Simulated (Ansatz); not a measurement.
Runs of Ansatz 0.2.0 on Co2PdO4. The cell holds a slab with vacuum, 7 atoms: a = 2.845 Å, b = 2.845 Å, c = 22.910 Å, α = 90.00°, β = 90.00°, γ = 120.00°. 

| spin | gap on the mesh (eV) | moment (μB) | largest force (eV/Å) | work function (eV) |
| --- | --- | --- | --- | --- |
| collinear, ferrimagnetic start | none | 0.00 | 1.39 | 7.66 |
| off | none | - | 1.42 | (a) |
| collinear, random start | none | 0.99 | 1.39 | 7.66 |
| collinear, ferromagnetic start | none | 0.99 | 1.39 | 7.66 |
| collinear, antiferromagnetic start | none | 0.00 | 1.39 | 7.66 |

Alike in all rows: task single point; level PBE; potentials or basis Ansatz PAW; cell the (0 0 1) slab of CoPdO2, cut from the database cell, not relaxed; k mesh 11 × 11 × 1; cutoff (eV) 420; smearing fermi-dirac 0.05 eV.

Fill in the values left out.

(a) 7.72.

Caveats: semilocal functionals often make such compounds metallic where correlation or magnetic order opens a gap, which also shifts bond lengths.

A k mesh can miss the band edges, and the runs leave out spin-orbit coupling on Pd.

A gap of «none» marks a metal or a gap under the smearing width.
